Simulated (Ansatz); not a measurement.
# CH4F2GeOSe: a ladder of functionals and wavefunction methods

One table from this session's results is given with a row withheld; the runs are named, their logs left out.

Program: Ansatz 0.2.0, Gaussian basis. Level of theory: functionals in def2-TZVPP, the program's frozen cores in correlated methods. These are calculated values, not measurements.

Levels to be run: PBE-D4, r2SCAN-D4, PBE0-D4, B3LYP-D4, ωB97X-V, ωB97M-V, B2PLYP; CCSD(T)/def2-TZVPP; MP2/def2-QZVPP; extrapolation to the limit.

## Structure used throughout

The geometry comes from an earlier relaxation with PBE0-D4 in a triple-zeta def2 set; it is a stationary point, not always the lowest conformer.

SMILES `C[O][Ge]([F])([F])[SeH]`, 10 atoms, charge 0, spin multiplicity 1.

Atoms are counted from 1 here; the program's logs count them from 0.

Bond lengths: C1–O2 1.422 Å, C1–H7 1.094 Å, C1–H8 1.090 Å, C1–H9 1.094 Å, O2–Ge3 1.739 Å, Ge3–F4 1.723 Å, Ge3–F5 1.723 Å, Ge3–Se6 2.303 Å, Se6–H10 1.470 Å. Angles: O2–C1–H7 111.4°, O2–C1–H8 107.0°, O2–C1–H9 111.5°, H7–C1–H8 108.9°, H7–C1–H9 109.2°, H8–C1–H9 108.9°, C1–O2–Ge3 120.4°, O2–Ge3–F4 110.2°, O2–Ge3–F5 109.6°, O2–Ge3–Se6 108.4°, F4–Ge3–F5 101.8°, F4–Ge3–Se6 113.1°, F5–Ge3–Se6 113.7°, Ge3–Se6–H10 90.0°.

The first run:

in.yaml

```yaml
crystal:
  periodic: [false, false, false]
  atoms:
    - {symbol: C, position_ang: [-0.056793, -1.843896, 0.115440]}
    - {symbol: O, position_ang: [-0.276587, -0.680392, -0.672023]}
    - {symbol: Ge, position_ang: [0.044058, 0.898531, -0.017414]}
    - {symbol: F, position_ang: [1.693185, 1.018247, 0.466698]}
    - {symbol: F, position_ang: [-0.777455, 1.077063, 1.486804]}
    - {symbol: Se, position_ang: [-0.552466, 2.471060, -1.589968]}
    - {symbol: H, position_ang: [0.997705, -1.949068, 0.385782]}
    - {symbol: H, position_ang: [-0.351763, -2.699794, -0.492316]}
    - {symbol: H, position_ang: [-0.662073, -1.831158, 1.026111]}
    - {symbol: H, position_ang: [-0.057812, 3.539398, -0.709094]}
basis:
  gaussian: {orbitals: def2-TZVPP}
hamiltonian: {xc: pbe, dispersion: d4}
output: {forces: true, orbitals: {seedname: orbitals}}
```

Launch:

```bash
$ ansatz run in.yaml --threads 2 --pin off --events-out ev --progress --plain --max-ram 32768MiB --backend cuda --devices 0, --max-vram 18GiB
```

Among the steps run: PBE-D4 (GGA); r2SCAN-D4 (meta-GGA); PBE0-D4 (hybrid); B3LYP-D4 (hybrid); ωB97X-V (range-separated); ωB97M-V (range-separated); B2PLYP (double hybrid); CCSD(T) in def2-TZVPP; MP2 in def2-QZVPP.

One table of the session follows, with a row left open; its other results are not shown here.

It belongs to the step «Atomisation energies». 

```
            method  atomisation energy (eV)
            PBE-D4                   37.780
         r2SCAN-D4                   37.179
           PBE0-D4                        ?
          B3LYP-D4                   36.672
           ωB97X-V                   37.174
           ωB97M-V                   36.851
            B2PLYP                   36.520
     HF/def2-TZVPP                   25.669
    MP2/def2-TZVPP                   37.313
   CCSD/def2-TZVPP                   35.519
CCSD(T)/def2-TZVPP                   36.229
           MP2/CBS                   38.303
       CCSD(T)/CBS                   37.219
```

Estimate the missing values for PBE0-D4.

As computed: atomisation energy (eV): 36.716. In the column «atomisation energy (eV)» it lies between B3LYP-D4 (36.672) and ωB97M-V (36.851).
